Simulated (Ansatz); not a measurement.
# Be2CdTe3: the cost of one run

Method: DFT PBE, scalar-relativistic, plane waves, PAW, in Ansatz 0.2.0.

## (1) The structure to begin with

The structure is orthorhombic, space group Cmmm (No. 65). The conventional cell has a = 4.399 Å, b = 14.773 Å, c = 4.552 Å, α = 90.00°, β = 90.00°, γ = 90.00°. Be (site symmetry m2m) is surrounded by 6 Te at 2.87 to 3.29 Å and 2 Cd at 2.93 Å. Cd (site symmetry mmm) is surrounded by 4 Be at 2.93 Å and 4 Te at 3.16 Å. Te (site symmetry mmm) has 4 Be at 2.87 Å and 4 Cd at 3.16 Å in its first shell of neighbours. Around Te (site symmetry m2m) lie 2 Te at 2.92 Å and 4 Be at 3.29 Å.

As a file:

```cif
data_structure
_symmetry_space_group_name_H-M 'P 1'
_symmetry_Int_Tables_number 1
_cell_length_a 7.7071
_cell_length_b 7.7071
_cell_length_c 4.5515
_cell_angle_alpha 90.000
_cell_angle_beta 90.000
_cell_angle_gamma 146.840
_cell_volume 147.88
loop_
_atom_site_label
_atom_site_type_symbol
_atom_site_fract_x
_atom_site_fract_y
_atom_site_fract_z
_atom_site_occupancy
Be1 Be 0.12500 0.87500 0.50000 1
Be2 Be 0.87500 0.12500 0.50000 1
Cd1 Cd 0.00000 0.00000 0.00000 1
Te1 Te 0.50000 0.50000 0.50000 1
Te2 Te 0.31500 0.68500 0.00000 1
Te3 Te 0.68500 0.31500 0.00000 1
```

The cell is invented: species swapped into a database cell of TlAg3Te2 (Cmmm, No. 65), with Cd on the Tl sites, Te on the Ag sites and Be on the Te sites. Its size is a rough estimate.

## (2) A first look at the guess

File input.yaml:

```yaml
crystal:
  lattice:
    - [2.19926639, -7.38666652, 0.0]
    - [2.19926639, 7.38666652, 0.0]
    - [0.0, 0.0, 4.55152553]
  atoms:
    - { symbol: Be, position: [0.125, 0.875, 0.5] }
    - { symbol: Be, position: [0.875, 0.125, 0.5] }
    - { symbol: Cd, position: [0.0, 0.0, 0.0] }
    - { symbol: Te, position: [0.5, 0.5, 0.5] }
    - { symbol: Te, position: [0.315, 0.685, 0.0] }
    - { symbol: Te, position: [0.685, 0.315, 0.0] }
basis:
  ecutwfc: 420
kpoints:
  mp_grid: { grid: [4, 4, 4] }
hamiltonian:
  xc: pbe
scf:
  occupations: { method: gaussian, width: 0.1 }
  lower_state_search: "off"
output:
  forces: true
  stress: true
  eigenvalues: true
```

Command:

```console
ansatz run input.yaml --threads 1 --pin off --max-ram 2560MiB --backend cpu --events-out ev --progress --plain --runs-dir out
```

Q: Estimate wall time and peak memory on 1 thread of Arm Neoverse V2, shared host.

About 8.2 s, with a peak of 0.46 GiB.
